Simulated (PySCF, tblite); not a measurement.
# C4H8OSSi: geometry, infrared bands and NMR shifts

Aim: predict the infrared bands and NMR shifts of C4H8OSSi (`C=C[Si@@H]1OCCS1`).

Programs: tblite 0.8.0 and PySCF 2.14.0, with density-fitted response routines of our own. Each step states its level of theory. These are calculated values for one molecule in the gas phase, unless marked as measured. Atoms are numbered from 0 throughout.

### 1 The molecule as given

15 atoms, charge 0, multiplicity 1; geometry from: force field or distance geometry start.

Bonds of the start (Å): C0–C1 1.34, C1–Si2 1.80, Si2–O3 1.73, O3–C4 1.40, C4–C5 1.50, C5–S6 1.84, S6–Si2 2.18, C0–H7 1.10, C0–H8 1.09, C1–H9 1.10, Si2–H10 1.45, C4–H11 1.10, C4–H12 1.11, C5–H13 1.11, C5–H14 1.10.

### 2 Relaxing the molecule with GFN2-xTB

What the job is given:

```
{"job": {"kind": "relax", "xc": "GFN2-xTB", "basis": "xTB"}, "charge": 0, "multiplicity": 1}
C      2.884200     0.601200     0.222700
C      2.105300    -0.077800    -0.631300
Si     0.373200     0.265300    -0.966500
O     -0.541500     0.804400     0.402500
C     -1.847800     0.436000     0.046500
C     -1.987100    -1.054600     0.129800
S     -0.715300    -1.620900    -1.070200
H      3.924600     0.270100     0.329600
H      2.523000     1.452900     0.796400
H      2.569100    -0.934000    -1.149000
H      0.091300     1.018600    -2.171900
H     -2.606900     0.897900     0.697100
H     -2.010200     0.790800    -0.996700
H     -2.942600    -1.394500    -0.311900
H     -1.823600    -1.447400     1.145400
```

On the command line:

```console
OMP_NUM_THREADS=1 python probes_run.py task.json out
```

The driver reads the jobs from task.json and runs them one after another.

**Question.** This job is followed by: GFN2-xTB harmonic vibrations, gas phase; GIAO PBE0/pcSseg-1 NMR shielding, non-relativistic, gas phase. Predict these results of the whole session: strongest single infrared mode (GFN2-xTB); zero-point energy (GFN2-xTB); ¹³C shifts against TMS (PBE0/pcSseg-1); ¹H shifts against TMS (PBE0/pcSseg-1); ²⁹Si shifts against TMS (PBE0/pcSseg-1); ¹⁷O shifts against H2O (PBE0/pcSseg-1); ³³S shifts against CS2 (PBE0/pcSseg-1); surface potential, 1st and 99th percentile.

The runs gave:

```
                                 quantity                                               value
strongest single infrared mode (GFN2-xTB)                               2304 cm⁻¹, 248 km/mol
             zero-point energy (GFN2-xTB)                                       69.9 kcal/mol
   ¹³C shifts against TMS (PBE0/pcSseg-1)                        142.9, 141.0, 70.7, 36.2 ppm
    ¹H shifts against TMS (PBE0/pcSseg-1)  6.49, 6.27, 6.15, 5.67, 4.50, 3.75, 3.06, 2.72 ppm
  ²⁹Si shifts against TMS (PBE0/pcSseg-1)                                             6.3 ppm
   ¹⁷O shifts against H2O (PBE0/pcSseg-1)                                            43.3 ppm
   ³³S shifts against CS2 (PBE0/pcSseg-1)                                            -149 ppm
    surface potential, 1st and 99th percentile                                  -1.12 V and 1.19 V
```

**Reading.** Over 113 steps the energy fell by 0.663 eV; of the close pairs, Si2–O3 changed most, 1.732 to 1.630 Å. No mode is imaginary among the 39: a minimum at this level. The strongest single mode, at 2304 cm⁻¹, moves mainly H10. GFN2-xTB is a fitted tight-binding method: band positions and strengths are rough. Its intensities can rank the bands wrongly. The most deshielded carbon is C0 (terminal =CH2 carbon), at 142.9 ppm: as expected for a trigonal carbon in a double bond. At PBE0/pcSseg-1: Shielding is most anisotropic at S6 (span 284 ppm, paramagnetic term -406 ppm). By nearest atom (PBE0/pcSseg-1), the HOMO sits on S6 78 % and the LUMO on C0, C1 about 27 % each; Si2 11 %.
